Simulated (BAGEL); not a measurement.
# C2H6BN (SMILES [BH3-]C#[N+]C) at B3LYP/6-31G(d) (density fitting with qzvpp-jkfit, spherical functions)

What is the energy change on altering one bond length of C2H6BN at B3LYP/6-31G* (density fitting with qzvpp-jkfit, spherical functions)? 

The calculation is run with BAGEL 1.2.2.

1 further run of the same task is left out (set aside as unsound or not needed). Runs told in other sessions of the task aren't counted.

## Step 1: The structure to begin with

C2H6BN: 10 atoms, total charge 0, spin state singlet. SMILES: `[BH3-]C#[N+]C`. The shape is that of a GFN2-xTB optimisation.

Bond lengths: B1–C2 1.507 Å, C2–N3 1.166 Å, N3–C4 1.393 Å, B1–H5 1.193 Å, B1–H6 1.193 Å, B1–H7 1.193 Å, C4–H8 1.092 Å, C4–H9 1.092 Å, C4–H10 1.092 Å. Some angles: B1–C2–N3 179.7°, C2–N3–C4 179.6°, C2–B1–H5 106.0°, C2–B1–H6 106.3°, C2–B1–H7 106.3°, N3–C4–H8 109.6°, N3–C4–H9 109.6°, N3–C4–H10 109.6°, H5–B1–H6 112.5°, H5–B1–H7 112.6°.

## Step 2: The energy at B3LYP/6-31G(d) (density fitting with qzvpp-jkfit, spherical functions)

Input file job.json:

```json
{ "bagel": [

{
  "title": "molecule",
  "basis": "6-31gs.json",
  "df_basis": "qzvpp-jkfit",
  "angstrom": true,
  "geometry": [
    { "atom": "B", "xyz": [      -1.072780,       1.180800,      -1.293730 ] },
    { "atom": "C", "xyz": [      -0.283340,       0.320470,      -0.341760 ] },
    { "atom": "N", "xyz": [       0.327180,      -0.349360,       0.391650 ] },
    { "atom": "C", "xyz": [       1.050220,      -1.156210,       1.266500 ] },
    { "atom": "H", "xyz": [      -1.682220,       0.427900,      -1.989340 ] },
    { "atom": "H", "xyz": [      -1.785570,       1.858750,      -0.619240 ] },
    { "atom": "H", "xyz": [      -0.275000,       1.823690,      -1.904190 ] },
    { "atom": "H", "xyz": [       1.455470,      -2.013380,       0.724350 ] },
    { "atom": "H", "xyz": [       1.871370,      -0.582090,       1.700840 ] },
    { "atom": "H", "xyz": [       0.394670,      -1.510580,       2.064920 ] }
  ]
},

{
  "title": "ks",
  "xc_func": "b3lyp"
},

{
  "title": "print",
  "file": "orbitals.molden",
  "orbitals": true
}

]}
```

The basis set 6-31G* is read from a file made from the Basis Set Exchange's data (not shown).

Started as:

```sh
$ BAGEL_NUM_THREADS=1 BAGEL job.json > job.out
```

The program printed:

```text
* using 1 threads per process

  ===============================================================
  ===============================================================

  *** Geometry ***

  { "atom" : "B", "xyz" : [     -2.027260,      2.231389,     -2.444795 ] },
  { "atom" : "C", "xyz" : [     -0.535435,      0.605601,     -0.645833 ] },
  { "atom" : "N", "xyz" : [      0.618281,     -0.660195,      0.740111 ] },
  { "atom" : "C", "xyz" : [      1.984628,     -2.184920,      2.393338 ] },
  { "atom" : "H", "xyz" : [     -3.178935,      0.808614,     -3.759308 ] },
  { "atom" : "H", "xyz" : [     -3.374238,      3.512528,     -1.170194 ] },
  { "atom" : "H", "xyz" : [     -0.519675,      3.446275,     -3.598398 ] },
  { "atom" : "H", "xyz" : [      2.750440,     -3.804737,      1.368823 ] },
  { "atom" : "H", "xyz" : [      3.536377,     -1.099991,      3.214122 ] },
  { "atom" : "H", "xyz" : [      0.745818,     -2.854582,      3.902133 ] },

  Number of auxiliary basis functions:      410

  Since a DF basis is specified, we compute 2- and 3-index integrals:
    o Being stored without compression. Storage requirement is 0.015 GB

  Number of basis functions:       68
  Number of electrons      :       30

    * METHOD: MOLECULE                             0.15

  *** Kohn-Sham DFT ***

    * Removing 17031 points whose weight is below 1.00e-10
    * Grid points: 132029

  === Nuclear Repulsion ===
   102.0822741463

       - DIIS with orbital gradients will be used.

  === KS iteration (b3lyp / 6-31gs.json) ===
      0       -124.04945226          0.17110024           0.30
      1       -104.70119211          0.15246975           0.29
      2        -91.26404469          0.22897039           0.30
      3       -143.91937133          0.13628104           0.29
      4       -138.51766644          0.15938554           0.29
      5       -158.15512729          0.06604450           0.29
      6       -159.17298641          0.02703779           0.29
      7       -159.30911572          0.01712452           0.29
      8       -159.37993466          0.00469497           0.29
      9       -159.38630312          0.00147075           0.29
     10       -159.38689313          0.00022933           0.29
     11       -159.38691429          0.00003618           0.29
     12       -159.38691470          0.00000888           0.29
     13       -159.38691472          0.00000628           0.29
     14       -159.38691473          0.00000200           0.29
     15       -159.38691473          0.00000090           0.31
     16       -159.38691473          0.00000011           0.31
     17       -159.38691473          0.00000004           0.32
     18       -159.38691473          0.00000001           0.31
     19       -159.38691473          0.00000000           0.31
    * SCF iteration converged.

    * Permanent dipole moment:
           (   -1.267618,     1.395350,    -1.529736) a.u.

    * METHOD: KS                                   6.55

    * METHOD: PRINT                                0.01

  ===============================================================
```

It took 6.9 s on 1 thread of Arm Neoverse V2, shared host; peak memory 0.4 GiB.

## Step 3: The distorted shape at the same level

Input file input.json:

```json
{ "bagel" : [

{
  "title" : "molecule",
  "basis" : "6-31gs.json",
  "df_basis" : "qzvpp-jkfit",
  "angstrom" : true,
  "geometry" : [
    { "atom" : "B", "xyz" : [      -1.559067,       2.209378,      -0.643167 ] },
    { "atom" : "C", "xyz" : [      -0.769627,       1.349048,       0.308803 ] },
    { "atom" : "N", "xyz" : [      -0.159107,       0.679218,       1.042213 ] },
    { "atom" : "C", "xyz" : [       0.563933,      -0.127632,       1.917063 ] },
    { "atom" : "H", "xyz" : [      -2.168507,       1.456478,      -1.338777 ] },
    { "atom" : "H", "xyz" : [      -2.271857,       2.887328,       0.031323 ] },
    { "atom" : "H", "xyz" : [      -0.761287,       2.852268,      -1.253627 ] },
    { "atom" : "H", "xyz" : [       1.455470,      -2.013380,       0.724350 ] },
    { "atom" : "H", "xyz" : [       1.385083,       0.446488,       2.351403 ] },
    { "atom" : "H", "xyz" : [      -0.091617,      -0.482002,       2.715483 ] }
  ]
},

{ "title" : "ks", "xc_func" : "b3lyp" },

{ "title" : "print", "file" : "orbitals.molden", "orbitals" : true }

]}
```

The basis set 6-31G* is read from a file made from the Basis Set Exchange's data (not shown).

Started as:

```sh
$ BAGEL_NUM_THREADS=1 BAGEL input.json > input.out
```

The program printed:

```text
* using 1 threads per process

  ===============================================================
  ===============================================================

  *** Geometry ***

  { "atom" : "B", "xyz" : [     -2.946210,      4.175119,     -1.215409 ] },
  { "atom" : "C", "xyz" : [     -1.454384,      2.549331,      0.583553 ] },
  { "atom" : "N", "xyz" : [     -0.300669,      1.283536,      1.969497 ] },
  { "atom" : "C", "xyz" : [      1.065679,     -0.241190,      3.622724 ] },
  { "atom" : "H", "xyz" : [     -4.097884,      2.752345,     -2.529922 ] },
  { "atom" : "H", "xyz" : [     -4.293188,      5.456259,      0.059192 ] },
  { "atom" : "H", "xyz" : [     -1.438624,      5.390005,     -2.369012 ] },
  { "atom" : "H", "xyz" : [      2.750440,     -3.804737,      1.368823 ] },
  { "atom" : "H", "xyz" : [      2.617428,      0.843740,      4.443508 ] },
  { "atom" : "H", "xyz" : [     -0.173131,     -0.910852,      5.131519 ] },

  Number of auxiliary basis functions:      410

  Since a DF basis is specified, we compute 2- and 3-index integrals:
    o Being stored without compression. Storage requirement is 0.015 GB

  Number of basis functions:       68
  Number of electrons      :       30

    * METHOD: MOLECULE                             0.15

  *** Kohn-Sham DFT ***

    * Removing 15908 points whose weight is below 1.00e-10
    * Grid points: 133152

  === Nuclear Repulsion ===
    99.2455235563

       - DIIS with orbital gradients will be used.

  === KS iteration (b3lyp / 6-31gs.json) ===
      0       -123.44963727          0.17177987           0.31
      1       -103.08906324          0.14339743           0.31
      2        -88.18423879          0.22907668           0.30
      3       -139.77891956          0.15753493           0.30
      4       -140.33006457          0.14067710           0.31
      5       -149.72273909          0.10630217           0.31
      6       -156.05009634          0.09337565           0.31
      7       -107.32864561          0.20550717           0.31
      8       -158.80044119          0.02908574           0.31
      9       -158.89721023          0.02426457           0.31
     10       -159.16268287          0.01344004           0.31
     11       -159.08891168          0.01452619           0.31
     12       -159.21253421          0.00199550           0.31
     13       -159.21516226          0.00077413           0.30
     14       -159.21536775          0.00008114           0.30
     15       -159.21536924          0.00007084           0.30
     16       -159.21537102          0.00002411           0.31
     17       -159.21537113          0.00002002           0.31
     18       -159.21537127          0.00000836           0.30
     19       -159.21537131          0.00000203           0.31
     20       -159.21537131          0.00000031           0.30
     21       -159.21537131          0.00000010           0.30
     22       -159.21537131          0.00000009           0.30
     23       -159.21537131          0.00000004           0.30
     24       -159.21537131          0.00000002           0.31
     25       -159.21537131          0.00000002           0.30
     26       -159.21537131          0.00000000           0.30
    * SCF iteration converged.

    * Permanent dipole moment:
           (   -0.838475,     0.781514,    -1.445523) a.u.

    * METHOD: KS                                   8.84

    * METHOD: PRINT                                0.01

  ===============================================================
```

Wall time 9.3 s (1 thread of Arm Neoverse V2, shared host); peak memory 0.41 GiB.

## Step 4: What came out

Level: B3LYP/6-31G* (density fitting with qzvpp-jkfit, spherical functions).

| quantity | value |
| --- | --- |
| first shape: total energy | -159.38691 Eh |
| first shape: dipole moment | 6.17 D |
| first shape: HOMO energy | -7.72 eV |
| first shape: LUMO energy | -0.08 eV |
| first shape: HOMO–LUMO gap | 7.64 eV |
| distorted shape: total energy | -159.21537 Eh |
| distorted shape: dipole moment | 4.69 D |
| distorted shape: HOMO energy | -7.49 eV |
| distorted shape: LUMO energy | -4.34 eV |
| distorted shape: HOMO–LUMO gap | 3.15 eV |
| energy change with the C4–H8 bond stretched from 1.092 to 2.403 Å | 4.668 eV |

What this shows: With the C4–H8 bond stretched from 1.092 to 2.403 Å the energy rises by 4.67 eV (450 kJ/mol). The first shape isn't relaxed at this level, so the change isn't measured from a minimum. A restricted reference can't describe the breaking bond well at this length.
